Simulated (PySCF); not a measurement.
**SnBr2: spin, charge, geometry and surroundings**

One physical setting of the base script is moved in each run, with the edits that it forces.

Computed with PySCF 2.14.0. Level: method and basis as typed in the scripts.

3 further runs of the same task are left out: 3 that didn't finish.

## 1. The system as given

SnBr2: 3 atoms, charge 0, spin multiplicity 1.

Bond lengths: Sn1–Br2 2.520 Å, Sn1–Br3 2.520 Å. Angles: Br2–Sn1–Br3 99.6°.

## 2. The base run

Contents of input.py:

```python
from pyscf import gto, scf, mp

mol = gto.M(
    atom='Sn -0.8798 0.2863 0; Br 0.6672 -0.2171 1.9245; Br 0.6672 -0.2171 -1.9245',
    basis='def2-svp',
    ecp={'Sn': 'def2-svp'},
    charge=0,
    spin=0,
    verbose=4,
)
mf = scf.UHF(mol)
mf.kernel()
mp.MP2(mf, frozen=22).kernel()
mf.dip_moment()
print('orbital energies (hartree):', [e[max(0, n-3):n+3].round(4) for e, n in zip(mf.mo_energy, mol.nelec)])
```

The run is started by

```bash
$ OMP_NUM_THREADS=1 python input.py
```

Its log is not repeated here.

Base result: E(SCF) = -5357.670807 Eh, 12 cycles, E(MP2) − E(SCF) = -0.54298 Eh, μ = 3.38 D (of the SCF density).

## 3. Coordinates × 0.8

Variant 1 changes geometry: coordinates × 1 → coordinates × 0.8.

Contents of input.py:

```python
from pyscf import gto, scf, mp

mol = gto.M(
    atom='Sn -0.7038 0.229 0; Br 0.5338 -0.1737 1.5396; Br 0.5338 -0.1737 -1.5396',
    basis='def2-svp',
    ecp={'Sn': 'def2-svp'},
    charge=0,
    spin=0,
    verbose=4,
)
mf = scf.UHF(mol)
mf.kernel()
mp.MP2(mf, frozen=22).kernel()
mf.dip_moment()
print('orbital energies (hartree):', [e[max(0, n-3):n+3].round(4) for e, n in zip(mf.mo_energy, mol.nelec)])
```

The run is started by

```bash
$ OMP_NUM_THREADS=1 python input.py
```

## 4. Electric field 0.001 a.u.

Variant 2 changes electric field: none → 0.001 a.u.

Changes to input.py since step 2:

```diff
@@ -11,2 +11,7 @@
 mf = scf.UHF(mol)
+field = 0.001  # electric field along z, atomic units
+h = mf.get_hcore() + field*mol.intor('int1e_r')[2]
+mf.get_hcore = lambda *args: h
+e_nuc = mol.energy_nuc() - field*mol.atom_charges() @ mol.atom_coords()[:, 2]
+mf.energy_nuc = lambda *args: e_nuc
 mf.kernel()
```

## 5. Triplet

Variant 3 changes spin (2S): 0 → 2.

Changes to input.py since step 2:

```diff
@@ -7,3 +7,3 @@
     charge=0,
-    spin=0,
+    spin=2,
     verbose=4,
```

**Question.** What will these runs give? Wanted: for each run, E(SCF); from base; gap, α spin; SCF dipole; after the SCF.

**Answer**, as computed:

```csv
run,E(SCF) (hartree),from base (eV),cycles,"gap, α spin (eV)",SCF dipole (D),after the SCF
base,-5357.670807,0,12,9.28,3.38,"MP2 correlation -14.775 eV, core frozen"
coordinates × 0.8,-5357.420190,+6.8196,11,9.21,0.55,"MP2 correlation -14.975 eV, core frozen"
electric field 0.001 a.u.,-5357.670851,-0.0012,12,9.28,3.39,"MP2 correlation -14.775 eV, core frozen"
triplet,-5357.595015,+2.0624,14,9.17,3.22,"MP2 correlation -14.339 eV, core frozen"
```

Of the runs whose energies can be compared, “coordinates × 0.8” moves the SCF energy most (+6.820 eV). The triplet solution found lies 2.06 eV above the base singlet at this geometry and level.
